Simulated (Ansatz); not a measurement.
# AlBH5Sb: a ladder of functionals and wavefunction methods

One table from this session's results is given with a row withheld; the runs are named, their logs left out.

Program: Ansatz 0.2.0, Gaussian basis. Level of theory: functionals in def2-TZVPP, the program's frozen cores in correlated methods. These are calculated values, not measurements.

The runs, in order: LDA (SPW92), PBE-D4, revPBE-D4, BLYP-D4, r2SCAN-D4, B97M-V, PBE0-D4, B3LYP-D4, r2SCANh-D4, r2SCAN0-D4, HSE06-D4, BHLYP-D4, CAM-B3LYP-D4, LC-ωPBE, ωB97X-V, ωB97M-V, B2PLYP, PBE-QIDH; CCSD(T)/def2-SVP; CCSD(T)/def2-TZVPP; MP2/def2-QZVPP; extrapolation to the limit; RPA on PBE.

**The geometry**

All runs share one geometry, relaxed beforehand with PBE0-D4 in a triple-zeta def2 set. Sb takes the def2 core potential; no spin-orbit term is included.

8 atoms, charge 0, spin multiplicity 1.

Atoms are counted from 1 here; the program's logs count them from 0.

Bond lengths: B1–Al2 2.103 Å, B1–H4 1.200 Å, B1–H5 1.200 Å, Al2–Sb3 2.662 Å, Al2–H6 1.593 Å, Sb3–H7 1.711 Å, Sb3–H8 1.709 Å. Angles: Al2–B1–H4 122.7°, Al2–B1–H5 122.2°, H4–B1–H5 115.0°, B1–Al2–Sb3 118.0°, B1–Al2–H6 125.4°, Sb3–Al2–H6 116.6°, Al2–Sb3–H7 87.8°, Al2–Sb3–H8 91.2°, H7–Sb3–H8 91.8°.

The first run:

File in.yaml:

```yaml
crystal:
  periodic: [false, false, false]
  atoms:
    - {symbol: B, position_ang: [-1.089747, 1.104861, -1.004426]}
    - {symbol: Al, position_ang: [0.739980, 0.542541, -0.133817]}
    - {symbol: Sb, position_ang: [1.070509, -2.012502, 0.535087]}
    - {symbol: H, position_ang: [-1.318519, 0.970638, -2.174868]}
    - {symbol: H, position_ang: [-2.010905, 1.510912, -0.351685]}
    - {symbol: H, position_ang: [1.977238, 1.512080, 0.122296]}
    - {symbol: H, position_ang: [1.330347, -1.490660, 2.143414]}
    - {symbol: H, position_ang: [-0.606802, -2.194972, 0.808200]}
basis:
  gaussian: {orbitals: def2-TZVPP}
hamiltonian: {xc: lda}
output: {orbitals: {seedname: orbitals}}
```

Started as:

```console
> ansatz run in.yaml --threads 2 --pin off --events-out ev --progress --plain --max-ram 4352MiB
```

Steps of the session up to this table: LDA; PBE-D4 (GGA); revPBE-D4 (GGA); BLYP-D4 (GGA); r2SCAN-D4 (meta-GGA); B97M-V (meta-GGA); PBE0-D4 (hybrid); B3LYP-D4 (hybrid); r2SCANh-D4 (hybrid); r2SCAN0-D4 (hybrid); HSE06-D4 (hybrid); BHLYP-D4 (hybrid); CAM-B3LYP-D4 (range-separated); LC-ωPBE (range-separated); ωB97X-V (range-separated); ωB97M-V (range-separated); B2PLYP (double hybrid); PBE-QIDH (double hybrid).

One table of the session follows, with a row left open; its other results are not shown here.

It belongs to the step «Frontier levels by functional». 

```
  functional  HOMO (eV)  LUMO (eV)  gap (eV)
 LDA (SPW92)      -5.89      -3.62      2.27
      PBE-D4      -5.75      -3.35      2.40
   revPBE-D4      -5.70      -3.24      2.46
     BLYP-D4      -5.58      -3.15      2.43
   r2SCAN-D4      -5.95      -3.05      2.89
      B97M-V      -5.92      -3.17      2.75
     PBE0-D4      -6.64      -2.43      4.22
    B3LYP-D4      -6.45      -2.59      3.86
  r2SCANh-D4      -6.28      -2.74      3.54
  r2SCAN0-D4      -6.78      -2.26      4.52
    HSE06-D4      -6.27      -2.80      3.46
    BHLYP-D4      -7.40      -1.39      6.01
CAM-B3LYP-D4      -7.76      -1.33      6.42
     LC-ωPBE      -8.97      -0.21      8.75
     ωB97X-V      -8.67      -0.31      8.37
     ωB97M-V          ?          ?         ?
```

**Question.** Estimate the row for ωB97M-V.

As computed: HOMO (eV): -8.52; LUMO (eV): -0.56; gap (eV): 7.96. In the column «HOMO (eV)» it lies between ωB97X-V (-8.67) and CAM-B3LYP-D4 (-7.76).
